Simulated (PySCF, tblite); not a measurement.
# C4H9NSSi: a rotation path, then NMR shifts on frames, part 1 of 2

How do NMR shifts of C4H9NSSi (`[SiH3]S[C@H]1CC=NC1`) change as the atoms move?

Programs: tblite 0.8.0 and PySCF 2.14.0, with density-fitted response routines of our own. Each step states its level of theory. These are calculated values for one molecule in the gas phase, unless marked as measured. Atoms are numbered from 0 throughout.

## (1) The molecule as given

16 atoms, charge 0, multiplicity 1; geometry from: GFN2-xTB.

Bonds of the start (Å): Si0–S1 2.15, S1–C2 1.83, C2–C3 1.53, C3–C4 1.50, C4–N5 1.26, N5–C6 1.44, C6–C2 1.54, Si0–H7 1.46, Si0–H8 1.45, Si0–H9 1.45, C2–H10 1.09, C3–H11 1.09, C3–H12 1.09, C4–H13 1.08, C6–H14 1.09, C6–H15 1.09.

## (2) The rotation path with GFN2-xTB

Job settings and geometry (Å):

```
{"job": {"kind": "neb", "xc": "GFN2-xTB", "basis": "xTB", "atoms": [3, 2, 1, 0], "turn": 120}, "charge": 0, "multiplicity": 1}
Si     2.192459    -0.185768     0.792416
S      1.337158    -0.536563    -1.143823
C     -0.441708    -0.141878    -0.937634
C     -1.109357    -1.008783     0.132745
C     -1.208898    -0.034105     1.271501
N     -0.975937     1.170969     0.988141
C     -0.664666     1.291451    -0.413955
H      1.570613    -1.089177     1.755318
H      1.999719     1.203597     1.178522
H      3.582426    -0.524961     0.545606
H     -0.856576    -0.291957    -1.932291
H     -0.538415    -1.902996     0.382015
H     -2.111078    -1.320869    -0.175512
H     -1.476100    -0.327388     2.273911
H      0.205364     1.935392    -0.549172
H     -1.512603     1.771982    -0.911715
```

Method: GFN2-xTB climbing-image nudged elastic band, gas phase.

Command:

```
> OMP_NUM_THREADS=1 python probes_run.py task.json out
```

One launch serves the whole session: the jobs run in the order shown.

Standard output:

```text
image   E - E0 / eV
  0      -0.0000
  1       0.0415
  2       0.1039
  3       0.1533
  4       0.1861
  5       0.1813
  6       0.1541
  7       0.1064
  8       0.0689
```

It took 4.3 s on 1 thread of Arm Neoverse V1, shared host; peak memory 0.18 GiB.

The final band, with the dihedral C3–C2–S1–Si0:

```
image  dihedral (°)  energy (eV)  energy (kcal/mol)
    0           -59        0.000                0.0
    1           -44        0.041                1.0
    2           -28        0.104                2.4
    3           -10        0.153                3.5
    4            11        0.186                4.3
    5            31        0.181                4.2
    6            49        0.154                3.6
    7            68        0.106                2.5
    8            78        0.069                1.6
```

## (3) Shielding tensors: image 0, PBE0/pcSseg-1

Job settings and geometry (Å):

```
{"job": {"kind": "nmr", "xc": "PBE0", "basis": "pcSseg-1", "pop": false}, "charge": 0, "multiplicity": 1}
Si     2.192500    -0.185800     0.792400
S      1.337200    -0.536600    -1.143800
C     -0.441700    -0.141900    -0.937600
C     -1.109400    -1.008800     0.132700
C     -1.208900    -0.034100     1.271500
N     -0.975900     1.171000     0.988100
C     -0.664700     1.291500    -0.414000
H      1.570600    -1.089200     1.755300
H      1.999700     1.203600     1.178500
H      3.582400    -0.525000     0.545600
H     -0.856600    -0.292000    -1.932300
H     -0.538400    -1.903000     0.382000
H     -2.111100    -1.320900    -0.175500
H     -1.476100    -0.327400     2.273900
H      0.205400     1.935400    -0.549200
H     -1.512600     1.772000    -0.911700
```

Level: GIAO PBE0/pcSseg-1 NMR shielding, non-relativistic, gas phase.

Standard output:

```text
coarse grid: 14240 points
cycle   1  E = -899.6252691398  dE =  8.531e-01  |g| = 3.409e-01  |ddm| = 3.650e+00
cycle   2  E = -899.6081637824  dE =  1.711e-02  |g| = 4.616e-01  |ddm| = 8.756e-01
cycle   3  E = -899.6557139232  dE = -4.755e-02  |g| = 1.051e-01  |ddm| = 4.724e-01
cycle   4  E = -899.6578783911  dE = -2.164e-03  |g| = 3.716e-02  |ddm| = 1.094e-01
cycle   5  E = -899.6581982085  dE = -3.198e-04  |g| = 4.389e-03  |ddm| = 4.177e-02
cycle   6  E = -899.6582024404  dE = -4.232e-06  |g| = 1.391e-03  |ddm| = 7.138e-03
final grid: 127848 points
cycle   7  E = -899.7013575775  dE = -3.809e-05  |g| = 7.549e-03  |ddm| = 3.333e-02
cycle   8  E = -899.7013465255  dE =  1.105e-05  |g| = 1.002e-02  |ddm| = 1.683e-02
cycle   9  E = -899.7013715874  dE = -2.506e-05  |g| = 8.127e-04  |ddm| = 1.042e-02
cycle  10  E = -899.7013717343  dE = -1.469e-07  |g| = 3.094e-04  |ddm| = 1.089e-03
cycle  11  E = -899.7013717553  dE = -2.095e-08  |g| = 9.659e-05  |ddm| = 3.244e-04
cycle  12  E = -899.7013717570  dE = -1.654e-09  |g| = 5.046e-05  |ddm| = 1.141e-04
cycle  13  E = -899.7013717575  dE = -5.430e-10  |g| = 5.183e-06  |ddm| = 4.306e-05
converged SCF energy = -899.7013717575

GIAO shielding tensors (ppm)
atom      isotropic    diamagn.    paramagn.     s11        s22        s33       span
  0 Si     415.332     879.612    -464.280    380.857    411.997    453.144     72.287
  1 S      591.181    1058.174    -466.993    326.060    578.072    869.411    543.351
  2 C      145.769     251.096    -105.327    126.807    154.397    156.101     29.294
  3 C      136.628     252.275    -115.647    107.571    138.485    163.828     56.257
  4 C       19.021     256.058    -237.037    -79.585     29.660    106.989    186.575
  5 N     -116.090     327.464    -443.554   -470.607   -100.423    222.759    693.366
  6 C      112.862     248.807    -135.945     75.436    115.680    147.469     72.033
  7 H       27.669      29.937      -2.268     23.775     26.424     32.807      9.032
  8 H       27.631      29.424      -1.792     23.947     26.157     32.791      8.844
  9 H       27.550      28.756      -1.205     23.643     25.015     33.994     10.351
 10 H       28.462      32.155      -3.694     23.304     25.954     36.128     12.824
 11 H       29.177      31.763      -2.586     25.049     28.936     33.546      8.497
 12 H       28.628      30.397      -1.769     24.291     25.852     35.742     11.450
 13 H       24.272      30.700      -6.428     22.674     23.985     26.157      3.483
 14 H       27.533      31.004      -3.470     24.286     26.680     31.635      7.349
 15 H       27.275      29.877      -2.602     23.232     25.500     33.094      9.862
```

It took 22 s on 1 thread of Arm Neoverse V1, shared host; peak memory 0.83 GiB.

The references, computed at this level on geometries of the same kind, shield at (ppm): 1H TMS 31.72, 13C TMS 186.9, 29Si TMS 349.2, 15N NH3 267.7, 33S CS2 504. Their shielding less the atom's gives the shift. The references are single molecules in the gas phase, so shifts against H2O, NH3, PH3, H3PO4 or CFCl3 are not on the usual liquid scales and can be off by tens of ppm. Each atom is listed at this fixed geometry, with no averaging over motion; a spectrum would average atoms that exchange fast.

```
atoms                         environment  σ (ppm)  δ (ppm)
   C4                          C=N carbon     19.0    167.9
   C6                 sp3 CH2 bonded to N    112.9     74.1
   C3                   sp3 CH2 in a ring    136.6     50.3
   C2                  sp3 CH bonded to S    145.8     41.2
  H13            hydrogen on a C=N carbon    24.27     7.44
  H15  hydrogen on an sp3 CH2 bonded to N    27.28     4.44
  H14  hydrogen on an sp3 CH2 bonded to N    27.53     4.18
   H9   hydrogen on a silicon bonded to S    27.55     4.17
   H8   hydrogen on a silicon bonded to S    27.63     4.09
   H7   hydrogen on a silicon bonded to S    27.67     4.05
  H10   hydrogen on an sp3 CH bonded to S    28.46     3.26
  H12    hydrogen on an sp3 CH2 in a ring    28.63     3.09
  H11    hydrogen on an sp3 CH2 in a ring    29.18     2.54
  Si0            silicon bonded to S, 3 H    415.3    -66.2
   S1              sulfur bonded to C, Si      591      -87
   N5                      imine nitrogen   -116.1    383.8
```

Ring of atoms C2, C3, C4, N5, C6: NICS(0) -3.6, NICS(1) -5.4, NICS(1)zz -10.2 ppm (means of both faces; NICS(1) differs between them: -6.5 and -4.2).

## (4) Shielding tensors: image 2, PBE0/pcSseg-1

Job settings and geometry (Å):

```
{"job": {"kind": "nmr", "xc": "PBE0", "basis": "pcSseg-1", "pop": false}, "charge": 0, "multiplicity": 1}
Si     2.266600    -0.491700     0.844200
S      1.419900    -0.156700    -1.097400
C     -0.411900    -0.069600    -0.914800
C     -0.969300    -0.870300     0.261400
C     -1.224800     0.225200     1.261100
N     -1.191400     1.398400     0.808000
C     -0.888100     1.365900    -0.600500
H      1.880800    -1.823600     1.310600
H      1.811700     0.527600     1.777400
H      3.687700    -0.454000     0.557200
H     -0.770400    -0.419100    -1.881100
H     -0.303700    -1.647500     0.628600
H     -1.920200    -1.341300    -0.005000
H     -1.443000     0.034200     2.299300
H     -0.146600     2.127800    -0.842200
H     -1.804800     1.603800    -1.150700
```

With the program's defaults for keys left out, this is: GIAO PBE0/pcSseg-1 NMR shielding, non-relativistic, gas phase.

Standard output:

```text
coarse grid: 14240 points
cycle   1  E = -899.6196263860  dE =  8.439e-01  |g| = 3.497e-01  |ddm| = 3.644e+00
cycle   2  E = -899.5972271917  dE =  2.240e-02  |g| = 4.911e-01  |ddm| = 9.252e-01
cycle   3  E = -899.6520252328  dE = -5.480e-02  |g| = 1.060e-01  |ddm| = 5.101e-01
cycle   4  E = -899.6542567244  dE = -2.231e-03  |g| = 3.695e-02  |ddm| = 1.085e-01
cycle   5  E = -899.6545691295  dE = -3.124e-04  |g| = 4.215e-03  |ddm| = 3.925e-02
cycle   6  E = -899.6545729759  dE = -3.846e-06  |g| = 1.085e-03  |ddm| = 6.761e-03
final grid: 127848 points
cycle   7  E = -899.6972713923  dE = -3.183e-05  |g| = 7.737e-03  |ddm| = 3.341e-02
cycle   8  E = -899.6972589035  dE =  1.249e-05  |g| = 1.045e-02  |ddm| = 1.741e-02
cycle   9  E = -899.6972863113  dE = -2.741e-05  |g| = 7.579e-04  |ddm| = 1.083e-02
cycle  10  E = -899.6972864448  dE = -1.335e-07  |g| = 2.413e-04  |ddm| = 1.021e-03
cycle  11  E = -899.6972864593  dE = -1.455e-08  |g| = 4.468e-05  |ddm| = 2.942e-04
cycle  12  E = -899.6972864598  dE = -4.582e-10  |g| = 2.287e-05  |ddm| = 8.420e-05
converged SCF energy = -899.6972864598

GIAO shielding tensors (ppm)
atom      isotropic    diamagn.    paramagn.     s11        s22        s33       span
  0 Si     413.706     879.749    -466.043    373.018    405.725    462.376     89.358
  1 S      608.973    1058.327    -449.355    383.145    530.627    913.145    529.999
  2 C      144.721     249.960    -105.240    126.283    149.843    158.036     31.753
  3 C      140.718     252.224    -111.506    117.839    138.878    165.436     47.596
  4 C       18.703     255.762    -237.059    -81.471     30.980    106.601    188.072
  5 N     -126.810     327.782    -454.591   -487.142   -119.127    225.839    712.981
  6 C      108.031     248.307    -140.276     73.038    108.350    142.705     69.668
  7 H       27.030      29.689      -2.659     23.390     25.449     32.249      8.859
  8 H       27.246      29.481      -2.236     22.996     26.499     32.241      9.245
  9 H       27.440      28.750      -1.310     23.706     25.009     33.604      9.898
 10 H       28.335      32.139      -3.804     23.058     26.401     35.546     12.488
 11 H       28.714      32.898      -4.184     24.200     29.467     32.475      8.275
 12 H       28.828      30.494      -1.666     24.370     26.099     36.016     11.646
 13 H       24.235      30.610      -6.375     22.717     23.787     26.201      3.484
 14 H       27.097      30.346      -3.249     23.576     26.882     30.832      7.256
 15 H       27.268      29.701      -2.433     23.562     25.499     32.744      9.182
```

It took 20 s on 1 thread of Arm Neoverse V1, shared host; peak memory 0.84 GiB.

This run: δ C4 168.2, C6 78.9, C3 46.2, C2 42.2, H13 7.48, H7 4.69 ppm.

(Continued in part 2 of 2.)
